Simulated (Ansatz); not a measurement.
# VMo: elastic constants

How stiff is the crystal, and how unevenly? Runs: cell and atoms relaxed (PAW); reference run (PAW); ions clamped (PAW).

Program: Ansatz 0.2.0. Level of theory: DFT PBEsol, frozen-core PAW, scalar-relativistic unless said. These are calculated values, not measurements.

3 further runs of the same task are left out: 2 that didn't finish, 1 set aside as unsound or not needed.

## Step 1: The starting structure

Symmetry: Cmmm, No. 65, orthorhombic system. Conventional cell: a = 3.075 Å, b = 4.448 Å, c = 4.229 Å, α = 90.00°, β = 90.00°, γ = 90.00°. Around V (site symmetry mmm) lie 4 Mo at 2.61 Å and 4 V at 2.70 Å. Mo (site symmetry mmm) has 4 V at 2.61 Å and 4 Mo at 2.70 Å as nearest neighbours.

Coordinates:

```
V Mo
1.0
     1.53728   -2.22403    0.00000
     1.53728    2.22403    0.00000
     0.00000    0.00000    4.22901
V Mo
1 1
Direct
  0.50000 0.50000 0.50000
  0.00000 0.00000 0.00000
```

Cartesian axes are those of the input's lattice vectors. The structure goes back to a database entry.

## Step 2: Cell and atoms relaxed, PAW

input.yaml

```yaml
crystal:
  lattice:
    - [1.53727779, -2.2240280561, 0.0]
    - [1.53727779, 2.2240280561, 0.0]
    - [0.0, 0.0, 4.2290126323]
  atoms:
    - { symbol: V, position: [0.5, 0.5, 0.5] }
    - { symbol: Mo, position: [0.0, 0.0, 0.0] }
kpoints:
  mp_grid: { grid: [18, 18, 12] }
scf:
  occupations: { method: fermi_dirac, width: 0.1 }
hamiltonian:
  xc: pbesol
  pseudopotentials: { kind: paw }
relax:
  f_tol: 0.002
  max_steps: 80
  cell: {}
output:
  forces: true
  stress: true
```

The run is started by

```sh
$ ansatz run input.yaml --threads 1 --pin off --max-ram 2560MiB --backend cpu --events-out ev --progress --plain --runs-dir out
```

## Step 4: Reference run, PAW

input.yaml

```yaml
crystal:
  lattice:
    - [1.52595770034, -2.19652594045, 0.0]
    - [1.52595770034, 2.19652594045, 0.0]
    - [0.0, 0.0, 4.21111460382]
  atoms:
    - { symbol: V, position: [0.5, 0.5, 0.5] }
    - { symbol: Mo, position: [0.0, 0.0, 0.0] }
kpoints:
  mp_grid: { grid: [18, 18, 12] }
scf:
  occupations: { method: fermi_dirac, width: 0.1 }
hamiltonian:
  xc: pbesol
  pseudopotentials: { kind: paw }
elastic:
  mode: relaxed_ion
  stencil: two_point
  amplitude: 0.005
```

## Step 5: Ions clamped, PAW

Edit input.yaml of step 4 so:

```diff
@@ -16,3 +16,3 @@
 elastic:
-  mode: relaxed_ion
+  mode: clamped_ion
   stencil: two_point
```

(Steps that only read results are left out.)

Before running it: what results should come out? Wanted: C11; C12; C13; C22; C23; C33; C44; C55; C66.

**Answer**, as computed:

| quantity | value |
| --- | --- |
| C11 (PAW) | 408 GPa |
| C12 (PAW) | 161 GPa |
| C13 (PAW) | 155 GPa |
| C22 (PAW) | 339 GPa |
| C23 (PAW) | 212 GPa |
| C33 (PAW) | 349 GPa |
| C44 (PAW) | 123 GPa |
| C55 (PAW) | 73 GPa |
| C66 (PAW) | 50 GPa |
| bulk, shear and Young's modulus | 239, 82, 220 GPa |
| Debye temperature from sound speeds | 422 K |
| universal anisotropy index | 0.68 |

**Reading.** All eigenvalues are positive, so the crystal is mechanically stable; by PAW K = 239 and G = 82 GPa, K/G = 2.93, on the ductile side of Pugh's rough line at 1.75, which was drawn for metals. Young's modulus runs from 149 to 317 GPa with direction. Cautions: frozen-core PAW files fitted under PBE, their cores solved anew for the functional of the run; responses of metals move with mesh and smearing.
